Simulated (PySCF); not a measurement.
# C3H5Br (2-Bromopropene): the cost of one run

Computed with PySCF 2.14.0 and routines of our own; the level stands in each step. Atoms count from 0.

## (1) The system as given

9 atoms, charge 0, multiplicity 1; geometry from: GFN2-xTB.

## (2) Geometry optimisation at PBE0-D3(BJ)/def2-SVP

The job: settings as JSON, then the geometry in Å.

```
{"job": {"xc": "PBE0", "basis": "def2-SVP", "d3": "d3bj", "grid": 1, "maxiter": 30, "shake": 0.01, "kind": "geom"}, "charge": 0, "multiplicity": 1}
C      1.290650    -0.533140     0.329920
C      0.308490     0.188100    -0.255400
C     -1.162680     0.129710     0.033920
Br     0.801150     1.448790    -1.640210
H      2.303310    -0.413410     0.043840
H      1.033270    -1.210180     1.101310
H     -1.496260     1.109500     0.354610
H     -1.320810    -0.583310     0.828700
H     -1.699320    -0.153210    -0.830410
```

The run is started by

```
$ OMP_NUM_THREADS=1 python heavy_run.py task.json out
```

The driver reads the jobs from task.json and runs them one after another.

Q: Estimate the wall time and peak memory of this first job on 1 thread of Intel Xeon Platinum 8488C, shared host.

About 26 s, with a peak of 0.42 GiB.
